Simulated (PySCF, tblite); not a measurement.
# C4H11FGe2S: geometry, infrared bands and NMR shifts

What infrared bands and NMR shifts should C4H11FGe2S (`FC[CH2][Ge@@H]1[CH2][GeH2][CH2][S]1`) show?

Computed with tblite 0.8.0 and PySCF 2.14.0, with density-fitted response routines of our own, on a single molecule in the gas phase. Atoms are numbered from 0 throughout.

## (1) The molecule as given

19 atoms, charge 0, multiplicity 1; geometry from: force field or distance geometry start.

Bonds of the start (Å): F0–C1 1.37, C1–C2 1.51, C2–Ge3 1.91, Ge3–C4 1.93, C4–Ge5 1.97, Ge5–C6 1.94, C6–S7 1.84, S7–Ge3 2.23, C1–H8 1.12, C1–H9 1.11, C2–H10 1.11, C2–H11 1.12, Ge3–H12 1.56, C4–H13 1.11, C4–H14 1.09, Ge5–H15 1.51, Ge5–H16 1.57, C6–H17 1.13, C6–H18 1.09.

## (2) Relaxing the molecule with GFN2-xTB

The job: settings as JSON, then the geometry in Å.

```
{"job": {"kind": "relax", "xc": "GFN2-xTB", "basis": "xTB"}, "charge": 0, "multiplicity": 1}
F      2.177000     1.844400    -0.539000
C      2.756700     0.952300     0.318500
C      2.234100    -0.454200     0.149500
Ge     0.354500    -0.622200     0.430300
C     -0.743200    -0.582400    -1.162400
Ge    -2.487000    -0.504500    -0.256600
C     -2.353100     0.880600     1.089100
S     -0.570600     1.106400     1.483100
H      2.696000     1.268100     1.389300
H      3.835800     0.914400     0.075400
H      2.548800    -0.888700    -0.823100
H      2.745200    -1.077300     0.930500
H     -0.039000    -1.876100     1.263400
H     -0.574000     0.369900    -1.714100
H     -0.655000    -1.458200    -1.799200
H     -3.665100    -0.365900    -1.197100
H     -2.569700    -1.846000     0.550500
H     -2.852100     0.549300     2.047900
H     -2.849100     1.799400     0.786900
```

The run is started by

```console
$ OMP_NUM_THREADS=1 python probes_run.py task.json out
```

This one command runs all jobs of the session in turn.

**Question.** This job is followed by: GFN2-xTB harmonic vibrations, gas phase; GIAO PBE0/pcSseg-1 NMR shielding, non-relativistic, gas phase. Predict these results of the whole session: strongest single infrared mode (GFN2-xTB); zero-point energy (GFN2-xTB); 13C shifts against TMS (PBE0/pcSseg-1); 1H shifts against TMS (PBE0/pcSseg-1); 19F shifts against CFCl3 (PBE0/pcSseg-1); 73Ge shifts against GeMe4 (PBE0/pcSseg-1); 33S shifts against CS2 (PBE0/pcSseg-1).

As calculated:

```
                                 quantity                                                                 value
strongest single infrared mode (GFN2-xTB)                                                 1826 cm⁻¹, 495 km/mol
             zero-point energy (GFN2-xTB)                                                         83.3 kcal/mol
   13C shifts against TMS (PBE0/pcSseg-1)                                             85.9, 26.6, 19.1, 1.3 ppm
    1H shifts against TMS (PBE0/pcSseg-1)  5.75, 5.13, 4.86, 4.28, 4.15, 2.34, 2.33, 1.51, 1.00, 0.48, 0.47 ppm
 19F shifts against CFCl3 (PBE0/pcSseg-1)                                                            -220.8 ppm
73Ge shifts against GeMe4 (PBE0/pcSseg-1)                                                           52, -94 ppm
   33S shifts against CS2 (PBE0/pcSseg-1)                                                              -164 ppm
```

What this shows: Over 208 steps the energy fell by 0.770 eV; of the close pairs, C2–Ge3 changed most, 1.908 to 2.016 Å. All 51 modes are real, so the xTB geometry is a minimum. The strongest single mode, at 1826 cm⁻¹, moves mainly H12. GFN2-xTB is a fitted tight-binding method: band positions and strengths are rough. Its intensities can rank the bands wrongly. Spin-orbit coupling is left out, which matters for shieldings and couplings at and beside the heavy atoms.
